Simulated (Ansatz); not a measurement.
Input of an Ansatz 0.2.0 run:

The input input.yaml:

```yaml
crystal:
  lattice:
    - [3.0850655424, 0.0, 0.0]
    - [-1.5425327712, 2.6717451321, 0.0]
    - [0.0, 0.0, 10.340136]
  atoms:
    - { symbol: Ta, position: [0.3333333333, 0.6666666667, 0.245631] }
    - { symbol: Ta, position: [0.6666666667, 0.3333333333, 0.754369] }
    - { symbol: Sc, position: [0.0, 0.0, 0.0] }
    - { symbol: Sc, position: [0.0, 0.0, 0.5] }
    - { symbol: "N", position: [0.3333333333, 0.6666666667, 0.629841] }
    - { symbol: "N", position: [0.6666666667, 0.3333333333, 0.370159] }
hamiltonian:
  xc: pbe
  pseudopotentials: { kind: paw }
kpoints:
  mp_grid: { grid: [10, 10, 3] }
  band_path:
    path:
      - [[0.0, 0.0, 0.0], [0.5, 0.0, 0.0], [0.3333333333, 0.3333333333, 0.0], [0.0, 0.0, 0.0], [0.0, 0.0, 0.5], [0.5, 0.0, 0.5], [0.3333333333, 0.3333333333, 0.5], [0.0, 0.0, 0.5]]
      - [[0.5, 0.0, 0.5], [0.5, 0.0, 0.0]]
      - [[0.3333333333, 0.3333333333, 0.0], [0.3333333333, 0.3333333333, 0.5]]
    npoints: 14
scf:
  occupations: { method: fermi_dirac, width: 0.05 }
  n_extra_bands: 15
output:
  forces: true
  stress: true
  eigenvalues: true
  fatbands: false
  write_density: true
  write_potential: true
  elf: true
  volumetric_format: npy
```

Potentials or basis: Ansatz PAW.

Command:

```console
$ ansatz run input.yaml --threads 2 --pin off --max-ram 5632MiB --backend cpu --events-out ev --progress --plain --runs-dir out
```

(1) What does it give for the band gap on the k mesh?

(2) Estimate the largest force.

Results:

(1) none (metal or under the smearing width).

(2) 0.025 eV/Å.

Caveat: spin-orbit coupling is left out, which moves the levels of the heavy elements.
